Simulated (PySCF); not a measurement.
**CoBr: bond curves at several levels of theory**

Aim: find the lowest electronic state of CoBr, scan its bond at several levels of theory, and get bond length, wavenumber and dissociation energy from each curve.

Method: Co x2c-TZVPPall, Br x2c-TZVPPall, spin-free X2C with a Gaussian nucleus; program: PySCF 2.14.0.

## 1. Set-up

A driver script around PySCF takes these settings:

| Property | Result |
| --- | --- |
| atoms | Co, Br |
| charge | 0 |
| basis | Co x2c-TZVPPall, Br x2c-TZVPPall |
| Hamiltonian | spin-free X2C with a Gaussian nucleus |
| basis functions | 112 |
| electrons treated | 62 |
| masses in u | 58.9332, 78.9183 |
| levels | PBE0, PBE, r²SCAN, PBEsol, revPBE, B3LYP, TPSS, ωB97M-V, HF, MP2, SCS-MP2 |
| grid | 80 radial by 434 angular points |
| occupations | held fixed by the projection of orbital angular momentum |
| dissociation limit | Co + Br, each in its ground configuration |
| starting distance in angstrom | 2.185 |
| values of 2S to try | 0, 2, 4, 6 |

Run with:

```
$ OMP_NUM_THREADS=2 python dia.py task.json out
```

The runs that follow: First curve: PBE0; Higher solutions at PBE0; PBE (GGA); r²SCAN (meta-GGA); PBEsol (GGA); revPBE; B3LYP; TPSS; ωB97M-V (range-separated hybrid); UHF (mean field).

What does the calculation give? Wanted: for each run, Re; ωe; De; μ.

The runs gave:

Lowest PBE0 solution found, without spin–orbit coupling: triplet, unpaired electrons π ↑, δ ↑. State 2 has its PBE0 minimum 0.12 eV higher. State 3 has its PBE0 minimum 0.32 eV higher. State 4 has its PBE0 minimum 0.37 eV higher. The other levels ran on the lowest alone.

```
  level  Re (Å)  ωe (cm⁻¹)  De (eV)  μ (D)
    PBE   2.195        317     3.80  -3.65
 PBEsol   2.164        332     4.15  -3.54
 revPBE   2.214        307     3.58  -3.80
   TPSS   2.200        316     3.63  -4.06
 r²SCAN   2.198        320     3.54  -4.32
  B3LYP   2.233        303     3.02  -4.47
   PBE0   2.217        311     3.15  -4.74
ωB97M-V   2.223        313     3.02  -5.00
```

De is counted to Co + Br in their ground configurations. A positive dipole means Co(−)Br(+). No constants: UHF (the points don't follow one smooth fit); UHF-MP2 (the points don't follow one smooth fit); UHF-SCS-MP2 (the points don't follow one smooth fit).

**Reading.** Bond lengths run from 2.164 Å (PBEsol) to 2.233 Å (B3LYP). Among the levels with a De in the table, it runs from 3.02 eV (B3LYP) to 4.15 eV (PBEsol).

Correlated steps freeze 14 core orbitals. The state is the lowest single determinant that the PBE0 search found; with open d or f shells the true ground state can be another one.
